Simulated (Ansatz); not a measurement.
# C19O: the cost of one run

Program: Ansatz 0.2.0. Level of theory: DFT PBEsol, plane waves, PAW, scalar-relativistic, no spin polarisation. These are calculated values, not measurements.

**1. Starting point**

The cell holds 20 atoms (C19O): a = 7.398 Å, b = 7.398 Å, c = 13.000 Å, α = 90.00°, β = 90.00°, γ = 120.00°.

The coordinates stand in the first input below.

**2. End point A**

Input file input.yaml:

```yaml
crystal:
  lattice:
    - [7.398, 0.0, 0.0]
    - [-3.699, 6.406856, 0.0]
    - [0.0, 0.0, 13.0]
  atoms:
    - { symbol: C, position: [0.0, 0.0, 0.0769231] }
    - { symbol: C, position: [0.2222222, 0.1111111, 0.0769231] }
    - { symbol: C, position: [0.0, 0.3333333, 0.0769231] }
    - { symbol: C, position: [0.2222222, 0.4444444, 0.0769231] }
    - { symbol: C, position: [0.0, 0.6666667, 0.0769231] }
    - { symbol: C, position: [0.2222222, 0.7777778, 0.0769231] }
    - { symbol: C, position: [0.3333333, 0.0, 0.0769231] }
    - { symbol: C, position: [0.5555556, 0.1111111, 0.0769231] }
    - { symbol: C, position: [0.3333333, 0.3333333, 0.0769231] }
    - { symbol: C, position: [0.5555556, 0.4444444, 0.0769231] }
    - { symbol: C, position: [0.3333333, 0.6666667, 0.0769231] }
    - { symbol: C, position: [0.5555556, 0.7777778, 0.0769231] }
    - { symbol: C, position: [0.6666667, 0.0, 0.0769231] }
    - { symbol: C, position: [0.8888889, 0.1111111, 0.0769231] }
    - { symbol: C, position: [0.6666667, 0.3333333, 0.0769231] }
    - { symbol: C, position: [0.8888889, 0.4444444, 0.0769231] }
    - { symbol: C, position: [0.6666667, 0.6666667, 0.0769231] }
    - { symbol: C, position: [0.8888889, 0.7777778, 0.0769231] }
    - { symbol: C, position: [0.3344624, -0.0115498, 0.1961538] }
    - { symbol: O, position: [0.3344624, -0.0115498, 0.2853846] }
basis:
  ecutwfc: 420.0
kpoints:
  mp_grid: { grid: [2, 2, 1] }
hamiltonian:
  xc: pbesol
scf:
  occupations: { method: gaussian, width: 0.02 }
  lower_state_search: "off"
relax:
  f_tol: 0.03
  max_steps: 60
  adjacent_minimum: "off"
```

On the command line:

```console
$ ansatz run input.yaml --threads 1 --pin off --max-ram 3072MiB --backend cpu --events-out ev --progress --plain --runs-dir out
```

Q: Estimate wall time and peak memory on 1 thread of Arm Neoverse V1, shared host.

About 5.9 min, with a peak of 0.67 GiB.
